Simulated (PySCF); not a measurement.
# PdF₆ (-2): ligand-field states, spin distribution, part 1 of 2

Aim: compute the ligand-field states, spin distribution of PdF₆ (-2).

Programs: PySCF 2.14.0, with routines of our own; each step states its level. All values are computed. Atoms count from 0.

## (1) The starting structure

7 atoms, charge -2, states of the metal's open shell are computed; geometry from: model start, shaken.

## (2) Optimising the geometry at PBE0-D3(BJ)/def2-TZVP

What the job is given:

```
{"job": {"xc": "PBE0", "basis": "def2-TZVP", "d3": "d3bj", "grid": 1, "maxiter": 45, "solvent": "water", "kind": "geom"}, "charge": -2, "metal": "Pd", "open_shell": "d6"}
Pd     0.000020     0.004480    -0.004110
F     -0.013360    -0.006820     1.900130
F      0.000900     0.020100    -1.922380
F      1.905690     0.007350     0.005350
F     -1.913420    -0.013960    -0.000440
F      0.010430     1.894840    -0.006860
F     -0.028520    -1.934340    -0.027630
```

Launch:

```console
> OMP_NUM_THREADS=1 python lf_run.py task.json out
```

The driver reads the jobs from task.json and runs them one after another.

What it wrote:

```text
step   0  E = -726.98883185  max force = 0.015941
step   1  E = -726.98921215  max force = 0.003512
step   2  E = -726.98926409  max force = 0.005020
step   3  E = -726.98935833  max force = 0.000259
step   4  E = -726.98938620  max force = 0.000296
step   5  E = -726.98942273  max force = 0.000344
step   6  E = -726.98946834  max force = 0.000412
step   7  E = -726.98953683  max force = 0.002235
step   8  E = -726.98973326  max force = 0.001271
step   9  E = -726.98977966  max force = 0.000778
step  10  E = -726.98978665  max force = 0.000419
optimisation converged
```

It took 3.7 min on 1 thread of AMD EPYC 9R14, shared host; peak memory 1.4 GiB.

Relaxation path:

| step | energy from step 0 (eV) | largest force component (eV/Å) |
| --- | --- | --- |
| 0 | 0.0000 | 0.8197 |
| 1 | -0.0103 | 0.1806 |
| 2 | -0.0118 | 0.2581 |
| 3 | -0.0143 | 0.0133 |
| 4 | -0.0151 | 0.0152 |
| 5 | -0.0161 | 0.0177 |
| 6 | -0.0173 | 0.0212 |
| 7 | -0.0192 | 0.1149 |
| 8 | -0.0245 | 0.0654 |
| 9 | -0.0258 | 0.0400 |
| 10 | -0.0260 | 0.0215 |

Distances of close pairs at the start and the end, largest changes first:

| bond | before (Å) | after (Å) | change (Å) |
| --- | --- | --- | --- |
| Pd0–F6 | 1.939 | 1.914 | -0.026 |
| Pd0–F5 | 1.890 | 1.913 | +0.023 |
| Pd0–F1 | 1.904 | 1.913 | +0.009 |
| Pd0–F3 | 1.906 | 1.914 | +0.008 |
| Pd0–F2 | 1.918 | 1.913 | -0.005 |
| Pd0–F4 | 1.914 | 1.914 | +0.000 |

The next job starts from the end point, and lists it.

| at the end point | value |
| --- | --- |
| point group (found at 0.08 Å tolerance) | Oh |
| rotational constants (GHz, main isotopes) | 1.819, 1.819, 1.811 |

## (3) Ligand-field states: state-averaged CASSCF in water

What the job is given:

```
{"job": {"kind": "lf", "basis": {"metal": "x2c-TZVPall", "ligand": "x2c-SVPall"}, "nevpt": true, "solvent": "water"}, "charge": -2, "metal": "Pd", "open_shell": "d6"}
Pd     0.000000     0.000000     0.000000
F      0.000000    -0.000000     1.913474
F     -0.000000     0.000000    -1.913474
F      1.913474    -0.000000    -0.000000
F     -1.913474     0.000000     0.000000
F      0.000000     1.913474    -0.000000
F     -0.000000    -1.913474     0.000000
```

Level: state-averaged CASSCF of the metal d shell, SC-NEVPT2 on the averaged canonical orbitals, state-interaction spin-orbit coupling.

What it wrote:

```text
basis functions 147, electrons 102, active (6e, 5o)
stage 1: DIIS on the effective Fock matrix, level shift 0.30
cycle   1  E = -5635.7507955970  dE = -5.636e+03  max|g| = 2.378e+00
cycle   2  E = -5637.7648361353  dE = -2.014e+00  max|g| = 9.972e-01
cycle   3  E = -5639.2297133965  dE = -1.465e+00  max|g| = 5.240e-01
cycle   4  E = -5639.3619926344  dE = -1.323e-01  max|g| = 1.736e-01
cycle   5  E = -5639.3992642982  dE = -3.727e-02  max|g| = 8.949e-02
cycle   6  E = -5639.4145835278  dE = -1.532e-02  max|g| = 2.079e-02
cycle   7  E = -5639.4164910715  dE = -1.908e-03  max|g| = 1.499e-02
cycle   8  E = -5639.4168799305  dE = -3.889e-04  max|g| = 5.848e-03
cycle   9  E = -5639.4170032054  dE = -1.233e-04  max|g| = 4.458e-03
cycle  10  E = -5639.4169968706  dE =  6.335e-06  max|g| = 3.358e-03
cycle  11  E = -5639.4170053589  dE = -8.488e-06  max|g| = 2.968e-03
...
cycle  35  E = -5639.4170283042  dE = -1.175e-07  max|g| = 3.626e-04
cycle  36  E = -5639.4170283704  dE = -6.622e-08  max|g| = 2.618e-04
cycle  37  E = -5639.4170283738  dE = -3.417e-09  max|g| = 2.442e-04
cycle  38  E = -5639.4170282337  dE =  1.401e-07  max|g| = 3.319e-04
cycle  39  E = -5639.4170277443  dE =  4.894e-07  max|g| = 5.453e-04
cycle  40  E = -5639.4170264314  dE =  1.313e-06  max|g| = 8.778e-04
stage 2: quasi-Newton rotations from the point of smallest gradient
cycle  42  E = -5639.4170284510  dE = -7.718e-08  max|g| = 3.120e-04
cycle  43  E = -5639.4170285811  dE = -1.301e-07  max|g| = 5.400e-05
cycle  44  E = -5639.4170285845  dE = -3.365e-09  max|g| = 5.116e-05
cycle  45  E = -5639.4170285871  dE = -2.604e-09  max|g| = 6.105e-06
converged average energy = -5639.4170285871

 mult deg   label        CASSCF/cm-1   NEVPT2/cm-1
   1   1   1A1g                0.0           0.0
   3   3   3T1g            18639.3       24491.1
   3   3   3T2g            24564.8       28757.5
   1   3   1T1g            24381.8       29835.8
   1   3   1T2g            34508.9       37359.6
   5   3   5T2g            29233.1       42638.5
   3   3   3T1g            44339.7       54539.6
   3   3   3T2g            44488.6       55219.4
   3   3   3T1g            47698.5       57951.0
   3   3   3T2g            50322.6       58519.2
   3   2   3Eg             47999.5       58707.6
   1   3   1T2g            51109.4       60780.1
   1   2   1Eg             52264.1       61581.3
   1   1   1A1g            53295.6       62774.5
   1   3   1T2g            57990.7       65472.2
   1   1   1A2g            59876.9       66232.8
   1   3   1T1g            58639.5       66433.3
   3   3   3T1g            64952.9       68457.6
   3   1   3A2g            60261.8       69882.9
   1   2   1Eg             67802.9       72869.4
   5   2   5Eg             56997.1       73549.6
   1   3   1T2g            72632.3       77342.9
   3   2   3Eg             71586.4       85608.9
   1   2   1Eg             78770.2       86486.3
   3   3   3T1g            73945.6       87639.1
   3   3   3T2g            74518.3       88365.7
   3   1   3A1g            75455.8       89199.5
   3   2   3Eg             78116.4       90692.6
   1   1   1A1g            82155.7       91859.1
   3   1   3A2g            81740.0       92058.9
   1   3   1T2g            82335.4       92577.0
   1   1   1A2g            81634.3       94017.1
   1   3   1T1g            83745.5       95562.4
   1   2   1Eg             94486.2       95743.6
   1   1   1A1g            96417.7       97620.8
   3   3   3T2g            91991.7      100255.8
   3   3   3T1g            92341.6      101013.1
   1   3   1T1g            98987.6      105647.4
   1   3   1T2g            98141.6      108152.4
   3   3   3T1g           106047.4      120628.2
   1   3   1T2g           120828.8      129273.9
   1   2   1Eg            116978.6      129428.8
   1   1   1A1g           138336.4      141103.9

spin-orbit levels / cm-1
      0.00  x1  1A1g 0.98
  23850.98  x1  3T1g 0.92 3T2g 0.07
  23851.05  x1  3T1g 0.92 3T2g 0.07
  24009.54  x2  3T1g 0.97
  24009.58  x1  3T1g 0.97
  24859.28  x1  3T1g 0.90 3T2g 0.06
  24859.29  x2  3T1g 0.90 3T2g 0.06
  25710.18  x1  3T1g 0.96
  28017.55  x2  3T2g 0.71 1T1g 0.19 3T1g 0.09
  28017.57  x1  3T2g 0.71 1T1g 0.19 3T1g 0.09
  28750.88  x2  3T2g 0.92 3T1g 0.07
  29568.34  x1  3T2g 0.98
  29568.38  x2  3T2g 0.98
  30031.34  x1  3T2g 0.99
  30689.64  x1  1T1g 0.77 3T2g 0.22
  30689.67  x2  1T1g 0.77 3T2g 0.22
  37574.65  x2  1T2g 0.98
  37574.71  x1  1T2g 0.98
  41800.50  x3  5T2g 0.99
  42678.93  x1  5T2g 0.99
  42678.96  x2  5T2g 0.99
  42690.78  x1  5T2g 0.98
  42690.83  x1  5T2g 0.98
  43747.13  x1  5T2g 0.99
  43747.15  x2  5T2g 0.99
  43768.18  x3  5T2g 0.98
  43794.02  x1  5T2g 0.97
  54012.29  x1  3T1g 0.71 3T2g 0.24
  54012.34  x1  3T1g 0.71 3T2g 0.24
  54434.55  x1  3T1g 0.69 3T2g 0.30
```

Wall time 16 s (1 thread of AMD EPYC 9R14, shared host); peak memory 0.56 GiB.

Warnings kept with the result: strongly covalent, metal-shell active space is small for this complex.

From this job:

| quantity | value |
| --- | --- |
| spin-orbit constant ζ | 1394 cm⁻¹ |

Powder susceptibility:

| T (K) | χT (cm³ K/mol) | μ(eff) |
| --- | --- | --- |
| 2 | 0.000 | 0.03 |
| 5 | 0.000 | 0.05 |
| 10 | 0.001 | 0.06 |
| 20 | 0.001 | 0.09 |
| 30 | 0.002 | 0.11 |
| 50 | 0.003 | 0.14 |
| 75 | 0.004 | 0.18 |
| 100 | 0.005 | 0.20 |
| 150 | 0.008 | 0.25 |
| 200 | 0.010 | 0.29 |
| 250 | 0.013 | 0.32 |
| 300 | 0.016 | 0.35 |

The fields below are evaluated on a grid from the run's orbitals.

## (4) Spin distribution: unrestricted DFT, spin states

What the job is given:

```
{"job": {"kind": "spin", "xc": "BP86"}, "charge": -2, "metal": "Pd", "open_shell": "d6"}
Pd     0.000000     0.000000     0.000000
F      0.000000    -0.000000     1.913474
F     -0.000000     0.000000    -1.913474
F      1.913474    -0.000000    -0.000000
F     -1.913474     0.000000     0.000000
F      0.000000     1.913474    -0.000000
F     -0.000000    -1.913474     0.000000
```

Method: unrestricted DFT energies of the spin multiplicities at one geometry, beside CASSCF and NEVPT2 of the metal shell.

What it wrote:

```text
multiplicity 5
final grid: 84032 points
cycle   1  E = -5644.2659276641  dE =  9.579e-01  |g| = 1.705e+00  |ddm| = 1.524e+00
cycle   2  E = -5628.9105979222  dE =  1.536e+01  |g| = 4.814e+00  |ddm| = 7.164e+00
cycle   3  E = -5644.1095177432  dE = -1.520e+01  |g| = 1.735e+00  |ddm| = 7.081e+00
cycle   4  E = -5645.0000483721  dE = -8.905e-01  |g| = 9.160e-01  |ddm| = 1.577e+00
cycle   5  E = -5644.5603427748  dE =  4.397e-01  |g| = 1.418e+00  |ddm| = 1.558e+00
cycle   6  E = -5645.2998150426  dE = -7.395e-01  |g| = 3.888e-01  |ddm| = 1.318e+00
cycle   7  E = -5645.3202120687  dE = -2.040e-02  |g| = 3.142e-01  |ddm| = 1.049e+00
cycle   8  E = -5645.3461065828  dE = -2.589e-02  |g| = 1.883e-01  |ddm| = 1.016e+00
cycle   9  E = -5645.3565260708  dE = -1.042e-02  |g| = 1.136e-01  |ddm| = 9.949e-01
cycle  10  E = -5645.3536126944  dE =  2.913e-03  |g| = 1.392e-01  |ddm| = 9.925e-01
cycle  11  E = -5645.3568481748  dE = -3.235e-03  |g| = 1.098e-01  |ddm| = 9.920e-01
cycle  12  E = -5645.3566091779  dE =  2.390e-04  |g| = 1.121e-01  |ddm| = 9.911e-01
cycle  13  E = -5645.3563111933  dE =  2.980e-04  |g| = 1.147e-01  |ddm| = 7.296e-03
cycle  14  E = -5645.3573458578  dE = -1.035e-03  |g| = 1.048e-01  |ddm| = 9.816e-01
cycle  15  E = -5645.3569794438  dE =  3.664e-04  |g| = 1.081e-01  |ddm| = 1.874e-01
cycle  16  E = -5645.3570658870  dE = -8.644e-05  |g| = 1.071e-01  |ddm| = 9.891e-01
cycle  17  E = -5645.3583368938  dE = -1.271e-03  |g| = 9.598e-02  |ddm| = 3.035e-01
cycle  18  E = -5645.3601226702  dE = -1.786e-03  |g| = 7.918e-02  |ddm| = 9.567e-01
cycle  19  E = -5645.3573115266  dE =  2.811e-03  |g| = 1.049e-01  |ddm| = 4.403e-01
cycle  20  E = -5645.3581255397  dE = -8.140e-04  |g| = 9.866e-02  |ddm| = 9.158e-01
cycle  21  E = -5645.3582994763  dE = -1.739e-04  |g| = 9.728e-02  |ddm| = 2.474e-02
cycle  22  E = -5645.3571974579  dE =  1.102e-03  |g| = 1.056e-01  |ddm| = 2.743e-01
cycle  23  E = -5645.3593096973  dE = -2.112e-03  |g| = 8.615e-02  |ddm| = 3.491e-01
cycle  24  E = -5645.3575588074  dE =  1.751e-03  |g| = 1.027e-01  |ddm| = 9.905e-01
cycle  25  E = -5645.3579248205  dE = -3.660e-04  |g| = 1.003e-01  |ddm| = 3.429e-01
cycle  26  E = -5645.3580055675  dE = -8.075e-05  |g| = 1.007e-01  |ddm| = 4.773e-01
cycle  27  E = -5645.3572136589  dE =  7.919e-04  |g| = 1.055e-01  |ddm| = 3.209e-01
cycle  28  E = -5645.3562925590  dE =  9.211e-04  |g| = 1.180e-01  |ddm| = 2.714e-01
cycle  29  E = -5645.3601494678  dE = -3.857e-03  |g| = 8.166e-02  |ddm| = 5.445e-01
cycle  30  E = -5645.3590553720  dE =  1.094e-03  |g| = 9.094e-02  |ddm| = 3.916e-01
cycle  31  E = -5645.3583963878  dE =  6.590e-04  |g| = 9.877e-02  |ddm| = 9.776e-01
cycle  32  E = -5645.3573833861  dE =  1.013e-03  |g| = 1.104e-01  |ddm| = 7.142e-01
cycle  33  E = -5645.3606830922  dE = -3.300e-03  |g| = 7.350e-02  |ddm| = 4.778e-01
cycle  34  E = -5645.3599606416  dE =  7.225e-04  |g| = 8.127e-02  |ddm| = 8.588e-01
cycle  35  E = -5645.3568839180  dE =  3.077e-03  |g| = 1.108e-01  |ddm| = 9.703e-01
cycle  36  E = -5645.3570068615  dE = -1.229e-04  |g| = 1.089e-01  |ddm| = 9.911e-01
cycle  37  E = -5645.3617252405  dE = -4.718e-03  |g| = 5.456e-02  |ddm| = 6.930e-01
cycle  38  E = -5645.3614256979  dE =  2.995e-04  |g| = 6.017e-02  |ddm| = 5.512e-01
cycle  39  E = -5645.3618276861  dE = -4.020e-04  |g| = 5.290e-02  |ddm| = 7.058e-01
cycle  40  E = -5645.3570751162  dE =  4.753e-03  |g| = 1.101e-01  |ddm| = 8.755e-01
SCF not converged, last energy = -5645.3570751162
restart with level shift 0.25
final grid: 84032 points
cycle   1  E = -5645.2706991272  dE = -4.690e-02  |g| = 5.782e-01  |ddm| = 6.954e-01
cycle   2  E = -5645.0842365087  dE =  1.865e-01  |g| = 1.048e+00  |ddm| = 8.130e-01
cycle   3  E = -5645.3285435149  dE = -2.443e-01  |g| = 2.845e-01  |ddm| = 3.759e-01
cycle   4  E = -5645.3605293002  dE = -3.199e-02  |g| = 2.606e-02  |ddm| = 1.542e-01
cycle   5  E = -5645.3617374398  dE = -1.208e-03  |g| = 1.072e-02  |ddm| = 3.936e-02
cycle   6  E = -5645.3619657581  dE = -2.283e-04  |g| = 9.903e-03  |ddm| = 2.073e-02
cycle   7  E = -5645.3620534996  dE = -8.774e-05  |g| = 3.704e-03  |ddm| = 1.066e-02
cycle   8  E = -5645.3620753716  dE = -2.187e-05  |g| = 3.183e-03  |ddm| = 6.521e-03
cycle   9  E = -5645.3620845140  dE = -9.142e-06  |g| = 2.657e-03  |ddm| = 3.601e-03
cycle  10  E = -5645.3620892195  dE = -4.705e-06  |g| = 1.974e-03  |ddm| = 2.357e-03
cycle  11  E = -5645.3620914631  dE = -2.244e-06  |g| = 1.514e-03  |ddm| = 1.665e-03
cycle  12  E = -5645.3620926828  dE = -1.220e-06  |g| = 1.181e-03  |ddm| = 1.210e-03
cycle  13  E = -5645.3620934808  dE = -7.980e-07  |g| = 8.460e-04  |ddm| = 9.473e-04
level shift removed, Fock matrix diagonalised once more
converged SCF energy = -5645.3620934808
multiplicity 1
final grid: 84032 points
cycle   1  E = -5645.3982594001  dE =  1.879e-02  |g| = 6.047e-01  |ddm| = 7.380e-01
cycle   2  E = -5644.4831243746  dE =  9.151e-01  |g| = 1.824e+00  |ddm| = 1.250e+00
cycle   3  E = -5645.5137549307  dE = -1.031e+00  |g| = 1.586e-01  |ddm| = 8.882e-01
cycle   4  E = -5645.5216924850  dE = -7.938e-03  |g| = 6.088e-02  |ddm| = 1.142e-01
cycle   5  E = -5645.5227900200  dE = -1.098e-03  |g| = 9.592e-03  |ddm| = 3.827e-02
cycle   6  E = -5645.5228242571  dE = -3.424e-05  |g| = 4.224e-04  |ddm| = 6.148e-03
cycle   7  E = -5645.5228243027  dE = -4.560e-08  |g| = 1.567e-05  |ddm| = 2.218e-04
converged SCF energy = -5645.5228243027
```

Wall time 29 s (1 thread of AMD EPYC 9R14, shared host); peak memory 0.74 GiB.

## (5) Spin distribution: unrestricted DFT, spin states

Settings changed since step 4:

```diff
@@ -1,2 +1,2 @@
-{"job": {"kind": "spin", "xc": "BP86"}, "charge": -2, "metal": "Pd", "open_shell": "d6"}
+{"job": {"kind": "spin", "xc": "TPSSh"}, "charge": -2, "metal": "Pd", "open_shell": "d6"}
 Pd     0.000000     0.000000     0.000000
```

Level: unrestricted DFT energies of the spin multiplicities at one geometry, beside CASSCF and NEVPT2 of the metal shell.

What it wrote:

```text
multiplicity 5
final grid: 84032 points
cycle   1  E = -5643.8757330624  dE =  2.578e-01  |g| = 1.045e+00  |ddm| = 9.544e-01
cycle   2  E = -5638.0519517227  dE =  5.824e+00  |g| = 3.500e+00  |ddm| = 3.809e+00
cycle   3  E = -5644.0497514152  dE = -5.998e+00  |g| = 6.943e-01  |ddm| = 3.662e+00
cycle   4  E = -5644.1427883883  dE = -9.304e-02  |g| = 4.829e-01  |ddm| = 8.334e-01
cycle   5  E = -5644.2273678074  dE = -8.458e-02  |g| = 1.354e-01  |ddm| = 4.397e-01
cycle   6  E = -5644.2311405305  dE = -3.773e-03  |g| = 7.386e-02  |ddm| = 1.050e-01
cycle   7  E = -5644.2328818659  dE = -1.741e-03  |g| = 1.900e-02  |ddm| = 3.882e-02
cycle   8  E = -5644.2329701430  dE = -8.828e-05  |g| = 7.953e-03  |ddm| = 7.358e-03
cycle   9  E = -5644.2329877782  dE = -1.764e-05  |g| = 3.593e-03  |ddm| = 4.673e-03
cycle  10  E = -5644.2329923992  dE = -4.621e-06  |g| = 6.657e-04  |ddm| = 2.837e-03
cycle  11  E = -5644.2329926931  dE = -2.938e-07  |g| = 1.742e-04  |ddm| = 1.222e-03
converged SCF energy = -5644.2329926931
multiplicity 1
final grid: 84032 points
cycle   1  E = -5644.3625979853  dE = -4.145e-02  |g| = 3.162e-01  |ddm| = 5.486e-01
cycle   2  E = -5644.1486154981  dE =  2.140e-01  |g| = 9.126e-01  |ddm| = 6.340e-01
cycle   3  E = -5644.3953827375  dE = -2.468e-01  |g| = 7.342e-02  |ddm| = 4.326e-01
cycle   4  E = -5644.3969811338  dE = -1.598e-03  |g| = 2.972e-02  |ddm| = 5.415e-02
cycle   5  E = -5644.3972582103  dE = -2.771e-04  |g| = 2.574e-03  |ddm| = 1.807e-02
cycle   6  E = -5644.3972604012  dE = -2.191e-06  |g| = 3.581e-04  |ddm| = 1.449e-03
cycle   7  E = -5644.3972604346  dE = -3.338e-08  |g| = 1.006e-05  |ddm| = 1.487e-04
converged SCF energy = -5644.3972604346
```

Wall time 21 s (1 thread of AMD EPYC 9R14, shared host); peak memory 0.7 GiB.

## (6) Spin distribution: unrestricted DFT, spin states

Settings changed since step 5:

```diff
@@ -1,2 +1,2 @@
-{"job": {"kind": "spin", "xc": "TPSSh"}, "charge": -2, "metal": "Pd", "open_shell": "d6"}
+{"job": {"kind": "spin", "xc": "B3LYP"}, "charge": -2, "metal": "Pd", "open_shell": "d6"}
 Pd     0.000000     0.000000     0.000000
```

Level: unrestricted DFT energies of the spin multiplicities at one geometry, beside CASSCF and NEVPT2 of the metal shell.

What it wrote:

```text
multiplicity 5
final grid: 84032 points
cycle   1  E = -5644.0648443205  dE =  6.597e-02  |g| = 7.088e-01  |ddm| = 7.649e-01
cycle   2  E = -5643.4379892978  dE =  6.269e-01  |g| = 1.620e+00  |ddm| = 1.257e+00
cycle   3  E = -5644.2176356723  dE = -7.796e-01  |g| = 1.353e-01  |ddm| = 8.365e-01
cycle   4  E = -5644.2217183618  dE = -4.083e-03  |g| = 8.449e-02  |ddm| = 1.303e-01
cycle   5  E = -5644.2239514891  dE = -2.233e-03  |g| = 2.575e-02  |ddm| = 6.947e-02
cycle   6  E = -5644.2241596838  dE = -2.082e-04  |g| = 6.490e-03  |ddm| = 1.725e-02
cycle   7  E = -5644.2241755625  dE = -1.588e-05  |g| = 1.314e-03  |ddm| = 5.494e-03
cycle   8  E = -5644.2241765046  dE = -9.421e-07  |g| = 3.722e-04  |ddm| = 1.755e-03
converged SCF energy = -5644.2241765046
multiplicity 1
final grid: 84032 points
cycle   1  E = -5644.3751197929  dE = -6.135e-02  |g| = 2.021e-01  |ddm| = 4.950e-01
cycle   2  E = -5644.3268044190  dE =  4.832e-02  |g| = 4.644e-01  |ddm| = 3.560e-01
cycle   3  E = -5644.3877094363  dE = -6.091e-02  |g| = 6.141e-02  |ddm| = 2.341e-01
cycle   4  E = -5644.3885273492  dE = -8.179e-04  |g| = 2.734e-02  |ddm| = 4.602e-02
cycle   5  E = -5644.3887617895  dE = -2.344e-04  |g| = 3.624e-03  |ddm| = 1.660e-02
cycle   6  E = -5644.3887658003  dE = -4.011e-06  |g| = 4.045e-04  |ddm| = 1.955e-03
cycle   7  E = -5644.3887658413  dE = -4.093e-08  |g| = 5.972e-06  |ddm| = 1.836e-04
converged SCF energy = -5644.3887658413
```

Wall time 12 s (1 thread of AMD EPYC 9R14, shared host); peak memory 0.72 GiB.

## (7) Spin distribution: unrestricted DFT, spin states

Settings changed since step 6:

```diff
@@ -1,2 +1,2 @@
-{"job": {"kind": "spin", "xc": "B3LYP"}, "charge": -2, "metal": "Pd", "open_shell": "d6"}
+{"job": {"kind": "spin", "xc": "PBE0"}, "charge": -2, "metal": "Pd", "open_shell": "d6"}
 Pd     0.000000     0.000000     0.000000
```

Level: unrestricted DFT energies of the spin multiplicities at one geometry, beside CASSCF and NEVPT2 of the metal shell.

What it wrote:

```text
multiplicity 5
final grid: 84032 points
cycle   1  E = -5643.0035138631  dE =  3.485e-02  |g| = 6.003e-01  |ddm| = 6.711e-01
cycle   2  E = -5642.5973013925  dE =  4.062e-01  |g| = 1.323e+00  |ddm| = 1.037e+00
cycle   3  E = -5643.1139453816  dE = -5.166e-01  |g| = 8.457e-02  |ddm| = 6.821e-01
cycle   4  E = -5643.1156567024  dE = -1.711e-03  |g| = 5.253e-02  |ddm| = 8.418e-02
cycle   5  E = -5643.1164964596  dE = -8.398e-04  |g| = 1.735e-02  |ddm| = 4.134e-02
cycle   6  E = -5643.1165837608  dE = -8.730e-05  |g| = 6.254e-03  |ddm| = 1.138e-02
cycle   7  E = -5643.1165977153  dE = -1.395e-05  |g| = 5.647e-04  |ddm| = 4.635e-03
cycle   8  E = -5643.1165979882  dE = -2.729e-07  |g| = 1.102e-04  |ddm| = 9.855e-04
converged SCF energy = -5643.1165979882
multiplicity 1
final grid: 84032 points
cycle   1  E = -5643.2671860047  dE = -5.180e-02  |g| = 1.845e-01  |ddm| = 4.393e-01
cycle   2  E = -5643.2289325820  dE =  3.825e-02  |g| = 4.127e-01  |ddm| = 3.161e-01
cycle   3  E = -5643.2777916696  dE = -4.886e-02  |g| = 4.018e-02  |ddm| = 2.053e-01
cycle   4  E = -5643.2781280709  dE = -3.364e-04  |g| = 1.687e-02  |ddm| = 2.988e-02
cycle   5  E = -5643.2782089205  dE = -8.085e-05  |g| = 3.929e-03  |ddm| = 1.081e-02
cycle   6  E = -5643.2782135638  dE = -4.643e-06  |g| = 3.071e-04  |ddm| = 2.172e-03
cycle   7  E = -5643.2782135859  dE = -2.209e-08  |g| = 1.811e-05  |ddm| = 1.362e-04
converged SCF energy = -5643.2782135859
```

Wall time 12 s (1 thread of AMD EPYC 9R14, shared host); peak memory 0.72 GiB.

(Continued in part 2 of 2.)
